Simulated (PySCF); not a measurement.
# CdN (quartet): spin, charge, geometry and surroundings

How does CdN (quartet) answer to another spin, charge, distance or environment?

Computed with PySCF 2.14.0. Level: each script names its method and basis.

7 further runs of the same task are left out: 2 for a known fault of the program, 5 that didn't finish.

## 1. Where the work starts

CdN (quartet): 2 atoms, charge 0, spin multiplicity 4.

Bond lengths: Cd1–N2 2.055 Å.

## 2. The run that the others are compared with

Contents of input.py:

```python
from pyscf import gto, scf, mp

mol = gto.M(
    atom='Cd 0 0 0; N 0 0 2.055',
    basis='sbkjc',
    ecp={'Cd': 'sbkjc', 'N': 'sbkjc'},
    charge=0,
    spin=3,
    verbose=4,
)
mf = scf.UHF(mol)
mf.kernel()
mp.MP2(mf).kernel()
mf.dip_moment()
print('orbital energies (hartree):', [e[max(0, n-3):n+3].round(4) for e, n in zip(mf.mo_energy, mol.nelec)])
```

The run is started by

```bash
$ python input.py
```

Its log is not repeated here.

In short: E(SCF) = -175.586532 Eh, 15 cycles, E(MP2) − E(SCF) = -0.23588 Eh, ⟨S²⟩ = 3.828, μ = 1.20 D (of the SCF density).

The bond length is a typed value, not an optimised one. The quartet is typed in the script; nothing here shows that it is the ground state.

## 3. Bond 2.302 Å

Variant 1 changes bond length: 2.055 Å → 2.302 Å.

Contents of input.py:

```python
from pyscf import gto, scf, mp

mol = gto.M(
    atom='Cd 0 0 0; N 0 0 2.302',
    basis='sbkjc',
    ecp={'Cd': 'sbkjc', 'N': 'sbkjc'},
    charge=0,
    spin=3,
    verbose=4,
)
mf = scf.UHF(mol)
mf.kernel()
mp.MP2(mf).kernel()
mf.dip_moment()
print('orbital energies (hartree):', [e[max(0, n-3):n+3].round(4) for e, n in zip(mf.mo_energy, mol.nelec)])
```

The run is started by

```bash
$ python input.py
```

## 4. Sextet

Variant 2 changes spin (2S): 3 → 5.

input.py: that of step 2 with these lines changed.

```diff
@@ -7,3 +7,3 @@
     charge=0,
-    spin=3,
+    spin=5,
     verbose=4,
```

## 5. Bond 1.644 Å

Variant 3 changes bond length: 2.055 Å → 1.644 Å.

input.py: that of step 2 with these lines changed.

```diff
@@ -3,3 +3,3 @@
 mol = gto.M(
-    atom='Cd 0 0 0; N 0 0 2.055',
+    atom='Cd 0 0 0; N 0 0 1.644',
     basis='sbkjc',
```

## 6. Charge +2

Variant 4 changes charge: 0 → 2.

input.py: that of step 2 with these lines changed.

```diff
@@ -6,3 +6,3 @@
     ecp={'Cd': 'sbkjc', 'N': 'sbkjc'},
-    charge=0,
+    charge=2,
     spin=3,
```

Q: Predict the outcome of this session. Wanted: for each run, E(SCF); from base; gap, α spin; SCF dipole; after the SCF.

The runs gave:

| run | E(SCF) (hartree) | from base (eV) | cycles | gap, α spin (eV) | SCF dipole (D) | after the SCF |
| --- | --- | --- | --- | --- | --- | --- |
| base | -175.586532 | 0 | 15 | 9.16 | 1.20 | MP2 correlation -6.419 eV |
| bond 2.302 Å | -175.606904 | -0.5544 | 17 | 9.06 | 0.10 | MP2 correlation -6.212 eV |
| sextet | -175.478443 | +2.9412 | 13 | 5.53 | 3.05 | MP2 correlation -5.505 eV |
| bond 1.644 Å | -175.440363 | +3.9775 | 14 | 9.15 | 1.22 | MP2 correlation -6.762 eV |
| charge +2 | -174.808675 | +21.1666 | 13 | 15.98 | n/a | MP2 correlation -5.059 eV |

What this shows: Of the runs whose energies can be compared, “bond 1.644 Å” moves the SCF energy most (+3.977 eV). The sextet solution found lies 2.94 eV above the base quartet at this geometry and level.
